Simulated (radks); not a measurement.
**Al⁴⁺ in 1s1.5 2s2 2p5 3p0.5: an all-electron calculation**

An exercise on one series of results from a longer session: the logs are not shown, and one member is left open.

Method: Dirac Kohn-Sham, PBE, spin-unpolarised, spherical densities, finite nucleus; open shells fill j = l - 1/2 first. Code: radks (a radial shooting solver on a logarithmic mesh, Libxc functionals) version 1.

### What is computed

| Quantity | Value |
| --- | --- |
| element | aluminium (Z = 13) |
| charge | +4 |
| electrons | 9 |
| configuration | 1s1.5 2s2 2p5 3p0.5 |
| nuclear rms radius | 3.061 fm |

The first run:

Input:

```text
Z 13
configuration 1s1.5 2s2 2p5 3p0.5
relativity Dirac
functional pbe,pbe
spin unpolarised
j_filling energy
nucleus finite rms 3.061 fm
c 137.035999084
```

Steps of the session up to this table: Self-consistent calculation.

One table of the session follows, with a row left open; its other results are not shown here.

It belongs to the step «Radial structure». From the orbitals of this run (lengths in bohr):

| level | <r> | outermost maximum (interpolated) | 90 % within |
| --- | --- | --- | --- |
| 1s1/2 | 0.1187 | 0.0777 | 0.212 |
| 2s1/2 | ? | ? | ? |
| 2p1/2 | 0.5362 | 0.396 | 0.893 |
| 2p3/2 | 0.5380 | 0.397 | 0.895 |
| 3p1/2 | 1.860 | 1.65 | 2.78 |
| 3p3/2 | 1.864 | 1.66 | 2.78 |

**Question.** Estimate the row for 2s1/2.

**Answer.** <r>: 0.5846; outermost maximum (interpolated): 0.475; 90 % within: 0.916. In the column «<r>» it lies between 2p3/2 (0.5380) and 3p1/2 (1.860).
